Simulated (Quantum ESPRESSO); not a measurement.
# Sb2Se5 (P6/mmm) in Quantum ESPRESSO: projected density of states with PBE

Aim: the projected density of states of Sb2Se5 with PBE.

Everything below comes from runs of Quantum ESPRESSO 7.5. Logs are shortened: lines on timing, memory, paths and dates and some standing lists are left out, and cuts for length are marked.

## 1. The structure

Symmetry: P6/mmm, No. 191, hexagonal system. Conventional cell: a = 5.124 Å, b = 5.124 Å, c = 9.110 Å, α = 90.00°, β = 90.00°, γ = 120.00°. Sb (site symmetry 6mm) is surrounded by 1 Se at 1.88 Å. Se (site symmetry mmm) is surrounded by 6 Se at 2.56 Å. Se (site symmetry 6/mmm) has 2 Sb at 1.88 Å as nearest neighbours. Se (site symmetry 6/mmm) is surrounded by 6 Se at 2.56 Å and 2 Sb at 2.67 Å.

The cell was built by a generator and needn't be a form met in nature.

## 2. Projected density of states, PBE

File pw.in:

```
&CONTROL
  calculation = 'scf'
  prefix = 'pwscf'
  outdir = './tmp'
  pseudo_dir = './pseudo'
  tprnfor = .true.
  tstress = .true.
  disk_io = 'low'
/
&SYSTEM
  ibrav = 0
  nat = 7
  ntyp = 2
  ecutwfc = 45
  ecutrho = 360
  nbnd = 40
  input_dft = 'pbe'
  occupations = 'smearing'
  smearing = 'mv'
  degauss = 0.01469973
/
&ELECTRONS
  conv_thr = 1.4d-09
  electron_maxstep = 120
  mixing_beta = 0.5
/
ATOMIC_SPECIES
Sb   121.7600 sb_lda_v1.4.uspp.F.UPF
Se    78.9710 se_lda_v1.uspp.F.UPF
CELL_PARAMETERS angstrom
   5.1241260700    0.0000000000    0.0000000000
  -2.5620630300    4.4376233500    0.0000000000
   0.0000000000    0.0000000000    9.1101114200
ATOMIC_POSITIONS crystal
Sb     0.0000000000    0.0000000000    0.7067469700
Sb     0.0000000000    0.0000000000    0.2932530300
Se     0.5000000000    0.0000000000    0.0000000000
Se     0.0000000000    0.5000000000    0.0000000000
Se     0.5000000000    0.5000000000    0.0000000000
Se     0.0000000000    0.0000000000    0.5000000000
Se     0.0000000000    0.0000000000    0.0000000000
K_POINTS automatic
6 6 3 0 0 0
```

File nscf.in:

```
&CONTROL
  calculation = 'nscf'
  prefix = 'pwscf'
  outdir = './tmp'
  pseudo_dir = './pseudo'
  disk_io = 'low'
/
&SYSTEM
  ibrav = 0
  nat = 7
  ntyp = 2
  ecutwfc = 45
  ecutrho = 360
  nbnd = 40
  input_dft = 'pbe'
  occupations = 'tetrahedra_opt'
/
&ELECTRONS
  conv_thr = 1d-08
  electron_maxstep = 120
  mixing_beta = 0.5
/
ATOMIC_SPECIES
Sb   121.7600 sb_lda_v1.4.uspp.F.UPF
Se    78.9710 se_lda_v1.uspp.F.UPF
CELL_PARAMETERS angstrom
   5.1241260700    0.0000000000    0.0000000000
  -2.5620630300    4.4376233500    0.0000000000
   0.0000000000    0.0000000000    9.1101114200
ATOMIC_POSITIONS crystal
Sb     0.0000000000    0.0000000000    0.7067469700
Sb     0.0000000000    0.0000000000    0.2932530300
Se     0.5000000000    0.0000000000    0.0000000000
Se     0.0000000000    0.5000000000    0.0000000000
Se     0.5000000000    0.5000000000    0.0000000000
Se     0.0000000000    0.0000000000    0.5000000000
Se     0.0000000000    0.0000000000    0.0000000000
K_POINTS automatic
9 9 5 0 0 0
```

File projwfc.in:

```
&PROJWFC
  prefix = 'pwscf'
  outdir = './tmp'
  filpdos = 'p'
  Emin = -9
  Emax = 16
  DeltaE = 0.05
/
```

Potentials or basis: GBRV 1.5 LDA.

Launch:

```
OMP_NUM_THREADS=1 pw.x -in pw.in > pw.out
OMP_NUM_THREADS=1 pw.x -in nscf.in > nscf.out
OMP_NUM_THREADS=1 projwfc.x -in projwfc.in > projwfc.out
```

pw.out:

```text
This program is part of the open-source Quantum ESPRESSO suite
     for quantum simulation of materials; please cite
         "P. Giannozzi et al., J. Phys.:Condens. Matter 21 395502 (2009);
         "P. Giannozzi et al., J. Phys.:Condens. Matter 29 465901 (2017);
         "P. Giannozzi et al., J. Chem. Phys. 152 154105 (2020);
     in publications or presentations arising from this work. More details at

     IMPORTANT: XC functional enforced from input :
     Exchange-correlation= PBE
                           (   1   4   3   4   0   0   0)
     Any further DFT definition will be discarded
     Please, verify this is what you really want

     Message from routine setup:
     using ibrav=0 with symmetry is DISCOURAGED, use correct ibrav instead

     G-vector sticks info
     --------------------
     sticks:   dense  smooth     PW     G-vecs:    dense   smooth      PW
     Sum        2335    1159    337               161269    57103    8667

     Using Slab Decomposition

     bravais-lattice index     =            0
     lattice parameter (alat)  =       9.6832  a.u.
     unit-cell volume          =    1397.9464 (a.u.)^3
     number of atoms/cell      =            7
     number of atomic types    =            2
     number of electrons       =        60.00
     number of Kohn-Sham states=           40
     kinetic-energy cutoff     =      45.0000  Ry
     charge density cutoff     =     360.0000  Ry
     scf convergence threshold =      1.4E-09
     mixing beta               =       0.5000
     number of iterations used =            8  plain     mixing
     Exchange-correlation= PBE
                           (   1   4   3   4   0   0   0)

     celldm(1)=   9.683195  celldm(2)=   0.000000  celldm(3)=   0.000000
     celldm(4)=   0.000000  celldm(5)=   0.000000  celldm(6)=   0.000000

     crystal axes: (cart. coord. in units of alat)
               a(1) = (   1.000000   0.000000   0.000000 )
               a(2) = (  -0.500000   0.866025   0.000000 )
               a(3) = (   0.000000   0.000000   1.777886 )

     reciprocal axes: (cart. coord. in units 2 pi/alat)
               b(1) = (  1.000000  0.577350 -0.000000 )
               b(2) = (  0.000000  1.154701  0.000000 )
               b(3) = (  0.000000 -0.000000  0.562466 )

     PseudoPot. # 1 for Sb read from file:
     sb_lda_v1.4.uspp.F.UPF
     Pseudo is Ultrasoft + core correction, Zval = 15.0
     Generated by new atomic code, or converted to UPF format
     Using radial grid of  891 points,  6 beta functions with:
                l(1) =   0
                l(2) =   0
                l(3) =   1
                l(4) =   1
                l(5) =   2
                l(6) =   2
     Q(r) pseudized with  8 coefficients,  rinner =    1.350   1.350   1.350
                                                       1.350   1.350

     PseudoPot. # 2 for Se read from file:
     se_lda_v1.uspp.F.UPF
     Pseudo is Ultrasoft + core correction, Zval =  6.0
     Generated by new atomic code, or converted to UPF format
     Using radial grid of  877 points,  6 beta functions with:
                l(1) =   0
                l(2) =   0
                l(3) =   1
                l(4) =   1
                l(5) =   2
                l(6) =   2
     Q(r) pseudized with  8 coefficients,  rinner =    1.300   1.300   1.300
                                                       1.300   1.300

     atomic species   valence    mass     pseudopotential
     Sb               15.00   121.76000     Sb( 1.00)
     Se                6.00    78.97100     Se( 1.00)

     24 Sym. Ops., with inversion, found

   Cartesian axes

     site n.     atom                  positions (alat units)
         1        Sb     tau(   1) = (   0.0000000   0.0000000   1.2565155  )
         2        Sb     tau(   2) = (   0.0000000   0.0000000   0.5213704  )
         3        Se     tau(   3) = (   0.5000000   0.0000000   0.0000000  )
         4        Se     tau(   4) = (  -0.2500000   0.4330127   0.0000000  )
         5        Se     tau(   5) = (   0.2500000   0.4330127   0.0000000  )
         6        Se     tau(   6) = (   0.0000000   0.0000000   0.8889429  )
         7        Se     tau(   7) = (   0.0000000   0.0000000   0.0000000  )

     number of k points=    14  Marzari-Vanderbilt smearing, width (Ry)=  0.0147
                       cart. coord. in units 2pi/alat
        k(    1) = (   0.0000000   0.0000000   0.0000000), wk =   0.0185185
        k(    2) = (   0.0000000   0.0000000   0.1874886), wk =   0.0370370
        k(    3) = (   0.0000000   0.1924501   0.0000000), wk =   0.1111111
        k(    4) = (   0.0000000   0.1924501   0.1874886), wk =   0.2222222
        k(    5) = (   0.0000000   0.3849002   0.0000000), wk =   0.1111111
        k(    6) = (   0.0000000   0.3849002   0.1874886), wk =   0.2222222
        k(    7) = (   0.0000000  -0.5773503   0.0000000), wk =   0.0555556
        k(    8) = (   0.0000000  -0.5773503   0.1874886), wk =   0.1111111
        k(    9) = (   0.1666667   0.2886751   0.0000000), wk =   0.1111111
        k(   10) = (   0.1666667   0.2886751   0.1874886), wk =   0.2222222
        k(   11) = (   0.1666667   0.4811252   0.0000000), wk =   0.2222222
        k(   12) = (   0.1666667   0.4811252   0.1874886), wk =   0.4444444
        k(   13) = (   0.3333333   0.5773503   0.0000000), wk =   0.0370370
        k(   14) = (   0.3333333   0.5773503   0.1874886), wk =   0.0740741

     Dense  grid:   161269 G-vectors     FFT dimensions: (  60,  60, 108)

     Smooth grid:    57103 G-vectors     FFT dimensions: (  45,  45,  75)

     Check: negative core charge=   -0.000001

     Initial potential from superposition of free atoms

     starting charge      57.9997, renormalised to      60.0000
     Starting wfcs are   38 randomized atomic wfcs +    2 random wfcs

     Self-consistent Calculation

     iteration #  1     ecut=    45.00 Ry     beta= 0.50
     Davidson diagonalization with overlap
     ethr =  1.00E-02,  avg # of iterations =  8.2

     total energy              =    -586.12416860 Ry
     estimated scf accuracy    <       2.09715082 Ry

     iteration #  2     ecut=    45.00 Ry     beta= 0.50
     Davidson diagonalization with overlap
     ethr =  3.50E-03,  avg # of iterations =  4.9
[... 43 lines left out ...]
     total energy              =    -587.11371992 Ry
     estimated scf accuracy    <       0.00003343 Ry

     iteration #  9     ecut=    45.00 Ry     beta= 0.50
     Davidson diagonalization with overlap
     ethr =  5.57E-08,  avg # of iterations =  2.0
     Minimization algorithm failed to find Fermi energy: reverting to bisection
     Possible cause: smearing is larger than the electronic band-gap.

     total energy              =    -587.11372333 Ry
     estimated scf accuracy    <       0.00000175 Ry

     iteration # 10     ecut=    45.00 Ry     beta= 0.50
     Davidson diagonalization with overlap
     ethr =  2.92E-09,  avg # of iterations =  4.6

     total energy              =    -587.11372512 Ry
     estimated scf accuracy    <       0.00000008 Ry

     iteration # 11     ecut=    45.00 Ry     beta= 0.50
     Davidson diagonalization with overlap
     ethr =  1.39E-10,  avg # of iterations =  3.9

     total energy              =    -587.11372515 Ry
     estimated scf accuracy    <          4.3E-09 Ry

     iteration # 12     ecut=    45.00 Ry     beta= 0.50
     Davidson diagonalization with overlap
     ethr =  7.12E-12,  avg # of iterations =  5.3

     End of self-consistent calculation

          k = 0.0000 0.0000 0.0000 (  7123 PWs)   bands (ev):

   -23.9608 -23.9020 -23.3247 -23.3247 -23.2947 -23.2947 -22.9289 -22.9289
   -22.9288 -22.9288 -12.1258 -11.0968  -6.6592  -5.8879  -5.8879  -5.8065
    -2.8847  -2.8847  -2.5441  -1.4251   0.0805   1.0020   1.0020   2.8639
     5.1883   5.1883   5.3006   5.3006   6.6816   8.1575   8.1575   8.4454
     8.4725   8.7134   8.7134  10.3707  11.0010  11.0010  11.1276  11.4700

          k = 0.0000 0.0000 0.1875 (  7135 PWs)   bands (ev):
[... 33 lines left out ...]
   -23.9602 -23.9025 -23.3247 -23.3246 -23.2950 -23.2949 -22.9289 -22.9288
   -22.9286 -22.9285 -11.3318 -11.0826  -8.9275  -6.8779  -6.5273  -5.6240
    -1.9628  -0.7937  -0.7043   0.6034   0.9005   1.4423   1.7777   2.3200
     3.9230   4.2917   4.4452   4.5741   5.0449   5.3483   5.7539   8.0064
     8.2298   8.3218   9.1544   9.7413  10.9818  11.2682  11.5671  12.5267

          k = 0.0000-0.5774 0.0000 (  7152 PWs)   bands (ev):

   -23.9608 -23.9018 -23.3249 -23.3248 -23.2950 -23.2948 -22.9289 -22.9288
   -22.9286 -22.9284 -11.0873 -10.5312 -10.0703  -7.0041  -6.6782  -5.7392
    -0.8443   0.0455   0.3525   0.5775   0.7557   0.9667   1.5663   2.7046
     2.9048   3.8519   4.1003   4.7531   4.8364   5.4766   6.2799   6.9889
     7.1863   8.2196   9.5607   9.9473  10.2462  10.7491  12.2040  12.3199

          k = 0.0000-0.5774 0.1875 (  7116 PWs)   bands (ev):

   -23.9601 -23.9025 -23.3247 -23.3247 -23.2950 -23.2949 -22.9288 -22.9287
   -22.9286 -22.9285 -11.0824 -10.5412 -10.0703  -7.0175  -6.6780  -5.6139
    -1.8341   0.3887   0.4692   0.5226   0.8891   1.8400   2.0132   2.6650
     2.9048   3.7339   4.4317   4.6393   4.8211   5.0294   5.3092   5.7299
     7.9611   8.4835   9.7462   9.9293  10.2462  11.4845  12.1379  12.6650

          k = 0.1667 0.2887 0.0000 (  7135 PWs)   bands (ev):

   -23.9608 -23.9019 -23.3248 -23.3248 -23.2949 -23.2948 -22.9289 -22.9287
   -22.9287 -22.9286 -11.5308 -11.0799  -8.1891  -7.7358  -5.7647  -5.6304
    -2.1442  -1.1120  -0.1963   0.3174   0.3771   0.7913   0.9352   2.1853
     3.6183   4.1645   4.8155   5.7552   5.8425   6.9650   7.2184   7.2580
     7.6534   8.2652   9.3322   9.7964  10.7056  10.7611  11.1602  12.1777
[... 35 lines left out ...]
   -23.9600 -23.9024 -23.3247 -23.3247 -23.2950 -23.2950 -22.9287 -22.9287
   -22.9285 -22.9285 -11.0790 -10.1336  -9.4711  -9.4711  -5.6434  -4.7720
    -1.7722  -0.2608  -0.2608   0.6399   0.6399   1.9855   2.3443   2.3443
     4.3321   4.3563   4.3563   4.9493   5.1665   5.1665   5.9480   6.7942
     6.7942   7.0322   8.1065   8.1065  10.9128  10.9128  12.5503  12.5513

     the Fermi energy is     5.9123 ev

!    total energy              =    -587.11372515 Ry
     estimated scf accuracy    <          2.1E-10 Ry
     smearing contrib. (-TS)   =       0.00349435 Ry
     internal energy E=F+TS    =    -587.11721951 Ry

     The total energy is F=E-TS. E is the sum of the following terms:
     one-electron contribution =    -281.09546055 Ry
     hartree contribution      =     167.58067833 Ry
     xc contribution           =    -237.82046607 Ry
     ewald contribution        =    -235.78197121 Ry

     convergence has been achieved in  12 iterations

     Forces acting on atoms (cartesian axes, Ry/au):

     atom    1 type  1   force =     0.00000000    0.00000000    0.90652910
     atom    2 type  1   force =     0.00000000    0.00000000   -0.90652910
     atom    3 type  2   force =     0.00000000    0.00000000   -0.00000000
     atom    4 type  2   force =    -0.00000000    0.00000000    0.00000000
     atom    5 type  2   force =     0.00000000   -0.00000000   -0.00000000
     atom    6 type  2   force =    -0.00000000   -0.00000000    0.00000000
     atom    7 type  2   force =     0.00000000    0.00000000   -0.00000000

     Total force =     1.282026     Total SCF correction =     0.000100

     Computing stress (Cartesian axis) and pressure

          total   stress  (Ry/bohr**3)                   (kbar)     P=      374.42
   0.00098182  -0.00000000   0.00000000          144.43       -0.00        0.00
  -0.00000000   0.00098182   0.00000000           -0.00      144.43        0.00
   0.00000000   0.00000000   0.00567215            0.00        0.00      834.40

=------------------------------------------------------------------------------=
   JOB DONE.
=------------------------------------------------------------------------------=
```

It took 4.6 min on 1 thread of AMD EPYC 9R14 (Zen 4), shared host; peak memory 0.68 GiB.

Results:

- Free energy: -7988.0892 eV
- Pressure: 37.4 GPa
- Largest force: 23.308 eV/Å
- Band gap on the k mesh: none (metal or under the smearing width)

Forces on the atoms (eV/Å):
```
Sb    0.000   0.000  23.308
Sb    0.000   0.000 -23.308
Se    0.000   0.000   0.000
Se    0.000   0.000   0.000
Se    0.000   0.000   0.000
Se    0.000   0.000   0.000
Se    0.000   0.000   0.000
```

States per cell in windows of 1 eV (zero at the Fermi level; states under -8 eV left out):
```csv
from (eV),total,Se#3 p wfc2,Se#4 p wfc2,Se#5 p wfc2,Sb#1 p wfc3,Sb#2 p wfc3,Se#7 p wfc2
-8.0,2.45,0.31,0.31,0.31,0.15,0.15,0.75
-7.0,1.50,0.26,0.26,0.26,0.04,0.04,0.34
-6.0,5.50,0.24,0.24,0.24,0.54,0.54,0.23
-5.0,2.51,0.42,0.42,0.42,0.12,0.12,0.23
-4.0,3.10,0.56,0.56,0.56,0.20,0.20,0.37
-3.0,2.14,0.50,0.50,0.50,0.07,0.07,0.18
-2.0,3.99,0.68,0.68,0.68,0.49,0.49,0.40
-1.0,5.29,0.60,0.60,0.60,1.29,1.29,0.43
0.0,2.41,0.32,0.32,0.32,0.16,0.16,0.57
1.0,3.21,0.31,0.31,0.31,0.61,0.61,0.30
2.0,3.75,0.37,0.37,0.37,0.73,0.73,0.33
3.0,2.20,0.23,0.23,0.23,0.03,0.03,0.22
4.0,2.86,0.17,0.17,0.17,0.11,0.11,0.12
5.0,4.42,0.11,0.11,0.11,0.21,0.21,0.12
```

Caveat: the potentials were made for another functional, which shifts forces and pressure; a pressure of tens of GPa on the cell as given is suspect, and the run, the potentials or the cell itself is likely at fault. The run has no spin-orbit coupling, so splittings on Sb are missing.

## 3. The reference run

An earlier run on the cell as given: functional PBE; potentials or basis SSSP 1.3 efficiency PBE; cutoff 748 eV; density cutoff 5987 eV; k mesh 6 × 6 × 3; occupations fermi-dirac, width 0.05 eV; no spin polarisation.

- Pressure: 37.9 GPa
- Largest force: 23.451 eV/Å
- Band gap on the k mesh: none (metal or under the smearing width)
